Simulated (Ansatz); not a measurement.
# Si5F: the cost of one run

Computed with Ansatz 0.2.0 (DFT PBE, scalar-relativistic, plane waves, PAW, unless a step's input says otherwise).

**1. The system as given**

Symmetry: P6/mmm, No. 191, hexagonal system. The conventional cell has a = 5.077 Å, b = 5.077 Å, c = 4.852 Å, α = 90.00°, β = 90.00°, γ = 120.00°. Si (site symmetry 3m) has 2 Si at 2.31 to 2.54 Å as nearest neighbours. Si (site symmetry 6/mmm) is surrounded by 2 F at 2.43 Å. Around F (site symmetry 6/mmm) lie 2 Si at 2.43 Å.

As a file:

```xyz
6
Lattice="5.0773 0.0000 0.0000 -2.5387 4.3971 0.0000 0.0000 0.0000 4.8519" Properties=species:S:1:pos:R:3 pbc="T T T"
Si    0.0000    2.9314    3.5797
Si    0.0000    2.9314    1.2722
Si    2.5387    1.4657    1.2722
Si    2.5387    1.4657    3.5797
Si    0.0000    0.0000    0.0000
F     0.0000    0.0000    2.4259
```

The cell is invented: random cell by space group and Wyckoff sites (P6/mmm, No. 191). Lengths come from tabulated atomic sizes and are only a guess.

**2. Probe: one point on a coarse mesh**

Contents of input.yaml:

```yaml
crystal:
  lattice:
    - [5.07731312, 0.0, 0.0]
    - [-2.53865656, 4.39708214, 0.0]
    - [0.0, 0.0, 4.85187758]
  atoms:
    - { symbol: Si, position: [0.33333333, 0.66666667, 0.73778782] }
    - { symbol: Si, position: [0.33333333, 0.66666667, 0.26221218] }
    - { symbol: Si, position: [0.66666667, 0.33333333, 0.26221218] }
    - { symbol: Si, position: [0.66666667, 0.33333333, 0.73778782] }
    - { symbol: Si, position: [0.0, 0.0, 0.0] }
    - { symbol: F, position: [0.0, 0.0, 0.5] }
basis:
  ecutwfc: 420
kpoints:
  mp_grid: { grid: [6, 6, 4] }
hamiltonian:
  xc: pbe
scf:
  occupations: { method: gaussian, width: 0.1 }
  lower_state_search: "off"
output:
  forces: true
  stress: true
  eigenvalues: true
```

Started as:

```bash
> ansatz run input.yaml --threads 1 --pin off --max-ram 2560MiB --backend cpu --events-out ev --progress --plain --runs-dir out
```

**Question.** How long does this run take on 1 thread of Intel Xeon Platinum 8488C (Sapphire Rapids), shared host, and how much memory does it need?

About 1.9 s, with a peak of 0.38 GiB.
